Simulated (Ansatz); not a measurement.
Geometry optimisation, DFT PBE, scalar-relativistic, plane waves, PAW (Ansatz).

input.yaml

```yaml
accuracy: low
crystal:
  lattice:
    - [0.0, 5.43, 5.43]
    - [5.43, 0.0, 5.43]
    - [5.43, 5.43, 0.0]
  atoms:
    - { symbol: Si, position: [0.0, 0.0, 0.0] }
    - { symbol: Si, position: [0.125, 0.125, 0.125] }
    - { symbol: Si, position: [0.0, 0.0, 0.5] }
    - { symbol: Si, position: [0.125, 0.125, 0.625] }
    - { symbol: Si, position: [0.0, 0.5, 0.0] }
    - { symbol: Si, position: [0.125, 0.625, 0.125] }
    - { symbol: Si, position: [0.0, 0.5, 0.5] }
    - { symbol: Si, position: [0.125, 0.625, 0.625] }
    - { symbol: Si, position: [0.5, 0.0, 0.0] }
    - { symbol: Si, position: [0.625, 0.125, 0.125] }
    - { symbol: Si, position: [0.5, 0.0, 0.5] }
    - { symbol: Si, position: [0.625, 0.125, 0.625] }
    - { symbol: Si, position: [0.5, 0.5, 0.0] }
    - { symbol: Si, position: [0.625, 0.625, 0.125] }
    - { symbol: Si, position: [0.5, 0.5, 0.5] }
    - { symbol: Si, position: [0.625, 0.625, 0.625] }
    - { symbol: B, position: [0.2584515, 0.2403736, 0.2390219], spin: 1.0 }
magnetization:
  spin_polarized: true
basis:
  ecutwfc: 420.0
kpoints:
  mp_grid: { grid: [2, 2, 2] }
hamiltonian:
  xc: pbe
  pseudopotentials: { kind: paw, azcp: { folder: soft_1 } }
scf:
  occupations: { method: fermi_dirac, width: 0.05 }
  lower_state_search: "off"
relax:
  f_tol: 0.08
  max_steps: 25
  adjacent_minimum: "off"
```

Command:

```bash
$ ansatz run input.yaml --threads 1 --pin off --max-ram 3072MiB --backend cpu --events-out ev --progress --plain --runs-dir out
```

Where does it end, and by what steps?

The forces met the threshold. The force dipped under the threshold on the way, but the program's further checks kept it going. Limits of this set-up: coarse k mesh, a small cell, in which the defect meets its images, low accuracy level. After 9 steps the energy has fallen by 0.145 eV; B17 moved furthest, 0.49 Å. Joined: Si9–B17 (2.60 → 2.14 Å).

```csv
step,energy less start (eV),largest force component (eV/Å),accepted
0,0.0000,0.371,yes
1,-0.0539,0.168,yes
2,-0.0716,0.054,yes
3,-0.0737,0.096,yes
4,-0.0886,0.216,yes
5,-0.1058,0.388,yes
6,-0.1251,0.150,yes
7,-0.1382,0.107,yes
8,-0.1343,0.182,no
9,-0.1447,0.034,yes
```

```xyz
17
Lattice="0.0000 5.4300 5.4300 5.4300 0.0000 5.4300 5.4300 5.4300 0.0000" Properties=species:S:1:pos:R:3
Si -0.066 0.005 -0.001
Si 1.444 1.329 1.329
Si 2.759 2.717 -0.027
Si 4.059 4.038 1.389
Si 2.758 -0.028 2.715
Si 4.055 1.394 4.034
Si 5.457 2.715 2.713
Si 6.825 4.057 4.058
Si -0.029 2.714 2.716
Si 1.440 4.104 4.104
Si 2.758 5.453 2.712
Si 4.125 6.769 4.089
Si 2.757 2.713 5.455
Si 4.125 4.086 6.771
Si 5.504 5.427 5.430
Si 6.824 6.799 6.800
B 2.109 2.708 2.720
```

Whether the end is a true minimum wasn't checked by a vibrational analysis.

The run took 2.8 min on 1 thread of Arm Neoverse V2, with other jobs on the host, peak memory 0.66 GiB.
